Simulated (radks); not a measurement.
# In⁺ in [Kr] 4d10 5s2: an all-electron calculation

One table from this session's results is given with a row withheld; the runs are named, their logs left out.

The numbers are computed with radks (a radial shooting solver on a logarithmic mesh, Libxc functionals) version 1 (scalar-relativistic Kohn-Sham, exchange-only LDA, spin-polarised, spherical densities, finite nucleus), except any that are marked as measured or tabulated.

**Starting point**

| Property | Result |
| --- | --- |
| element | indium (Z = 49) |
| charge | +1 |
| electrons | 48 |
| configuration | [Kr] 4d10 5s2 |
| nuclear rms radius | 4.6156 fm |

Outer shells as boxes (Hund's rule):

In⁺
```
[Kr] core
4d [↑↓][↑↓][↑↓][↑↓][↑↓]
5s [↑↓]
```

The first run:

The run's settings:

```text
Z 49
configuration [Kr] 4d10 5s2 5p0 6s0
relativity scalar-relativistic
functional lda,
spin polarised
nucleus finite rms 4.6156 fm
c 137.035999084
```

One of the session's tables, all rows but one given; the rest of the session is left out.

It belongs to the step «Orbitals and density». From the orbitals of this run (lengths in bohr):

```
level      <r>  outermost maximum (interpolated)  90 % within  nodes
   1s  0.02974                            0.0192       0.0534      0
   2s        ?                                 ?            ?      ?
   2p   0.1122                            0.0869        0.183      0
   3s   0.3493                             0.316        0.514      2
   3p   0.3477                             0.309        0.523      1
   3d   0.3247                             0.258        0.513      0
   4s   0.8479                             0.769         1.23      3
   4p   0.9221                             0.815         1.36      2
   4d    1.185                             0.932         1.87      1
   5s    2.495                              2.12         3.69      4
   5p    3.225                              2.66         4.86      3
   6s    6.799                              6.04         9.91      5
```

Estimate the missing values for 2s.

As computed: <r>: 0.1286; outermost maximum (interpolated): 0.109; 90 % within: 0.199; nodes: 1. In the column «<r>» it lies between 2p (0.1122) and 3d (0.3247).
